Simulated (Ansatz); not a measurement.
# KP2Ru2: the cost of one run

All numbers are computed with the Python package of Ansatz 0.2.0. Level of theory: DFT PBEsol, plane waves, PAW.

## (1) The system

The structure is tetragonal, space group I4/mmm (No. 139). Conventional cell: a = 4.023 Å, b = 4.023 Å, c = 12.494 Å, α = 90.00°, β = 90.00°, γ = 90.00°. Around K (site symmetry 4/mmm) lie 8 P at 3.49 Å and 8 Ru at 3.72 Å. Around P (site symmetry 4mm) lie 4 Ru at 2.30 Å. Ru (site symmetry -4m2) is surrounded by 4 P at 2.30 Å.

The script holds or builds the structure itself.

## (2) Script

vcrelax_kp2ru2.py reads:

```python
'''Variable-cell relaxation of KP2Ru2.'''

import ansatz
from ase import Atoms
from ase.io import write
from ase.neighborlist import neighbor_list
import numpy as np

def edges_and_angles(cell):
    cell = np.asarray(cell)
    a, b, c = np.linalg.norm(cell, axis=1)
    cosines = cell[1] @ cell[2] / (b * c), cell[0] @ cell[2] / (a * c), cell[0] @ cell[1] / (a * b)
    return (a, b, c, *np.degrees(np.arccos(cosines)))


def main() -> None:
    xtal = (
        ansatz.Lattice.from_parameters(6.864024, 6.864024, 6.864024, alpha=145.91802, beta=145.91802, gamma=48.96855)
        .atom('K', (0.0, 0.0, 0.0))
        .atom('P', (0.33872, 0.33872, 0.0))
        .atom('P', (0.66128, 0.66128, 0.0))
        .atom('Ru', (0.75, 0.25, 0.5))
        .atom('Ru', (0.25, 0.75, 0.5))
    )

    # only the volume may change
    calculation = xtal.calculation()
    calculation = calculation.functional('pbesol').occupations('fermi_dirac', width=50 * ansatz.meV)
    calculation = calculation.pseudopotentials('paw')
    calculation = calculation.scf(tolerance=1e-08)
    calculation = calculation.kpoints(9)
    calculation = calculation.relax(force_tolerance=0.005, fix_cell=['shape'], stress_tolerance=0.01)
    steps = []


    def collect(event):
        if event['event'] == 'relax_step':
            steps.append(event['data'])


    out = calculation.session().plan().execute(on_event=collect)
    rep = out.report
    print('step   energy (eV)     max comp. (eV/A)   P (GPa)  SCF')
    for s in steps:
        print(f'{s["step"]:4d} {s["lagrangian_ev"]:15.5f} {s["allowed_force_max_ev_ang"]:12.4f} {s["pressure_gpa"]:10.3f} {s["n_scf"]:5d}')

    first, last = steps[0], steps[-1]
    symbols = [site.symbol for site in out.lattice.sites]
    print(f'energy gained {first["lagrangian_ev"] - last["lagrangian_ev"]:.4f} eV in {len(steps) - 1} steps')
    for label, vectors in (('before', first['cell_ang']), ('after', out.lattice.cell_ang)):
        print(label, 'a b c (A) {:.4f} {:.4f} {:.4f}  angles {:.2f} {:.2f} {:.2f}'.format(*edges_and_angles(vectors)), f' V = {abs(np.linalg.det(vectors)):.3f} A^3')
    print('final stress xx yy zz (GPa, compression positive):', np.round(np.diag(rep['stress_gpa']), 3) + 0.0)

    final = Atoms(symbols, positions=last['positions_ang'], cell=out.lattice.cell_ang, pbc=True)
    i, j, d = neighbor_list('ijd', final, 4.5)
    print('neighbours within 1.2 times the shortest distance of each atom (A)')
    for atom in range(len(final)):
        near = [m for m in np.argsort(d) if i[m] == atom]
        shell = [m for m in near if d[m] < 1.2 * d[near[0]]]
        print(f'{symbols[atom]}{atom} ({len(shell)}):', ', '.join(f'{symbols[j[m]]} {d[m]:.3f}' for m in shell))

    relaxed = Atoms(symbols, positions=[site.position_ang for site in out.lattice.sites], cell=out.lattice.cell_ang, pbc=True)
    write('relaxed.vasp', relaxed, format='vasp')

    for key in ('converged', 'n_iterations', 'n_electrons', 'n_kpoints', 'n_pw', 'n_symmetry_ops', 'free_energy_ev', 'fermi_energy_ev'):
        print(f'{key:18s} {rep[key]}')

    print(calculation.to_python())


if __name__ == '__main__':
    main()
```

## (3) The input behind the calls

The engine receives this input:

```yaml
crystal:
  lattice:
    a: 6.864024
    b: 6.864024
    c: 6.864024
    alpha: 145.91802
    beta: 145.91802
    gamma: 48.96855
  atoms:
    - { symbol: K, position: [0.0, 0.0, 0.0] }
    - { symbol: P, position: [0.33872, 0.33872, 0.0] }
    - { symbol: P, position: [0.66128, 0.66128, 0.0] }
    - { symbol: Ru, position: [0.75, 0.25, 0.5] }
    - { symbol: Ru, position: [0.25, 0.75, 0.5] }
kpoints:
  mp_grid:
    grid: [9, 9, 9]
hamiltonian:
  xc: pbesol
  pseudopotentials:
    kind: paw
scf:
  convergence:
    dr2_threshold: 1.0e-08
  occupations:
    method: fermi_dirac
    width: 0.05
relax:
  f_tol: 0.005
  cell:
    stress_tol: 0.01
    fix: [shape]
```

## (4) The run

Launch:

```sh
python vcrelax_kp2ru2.py
```

Q: Estimate wall time and peak memory on 1 thread of Arm Neoverse V1, shared host.

About 64 s, with a peak of 0.6 GiB.
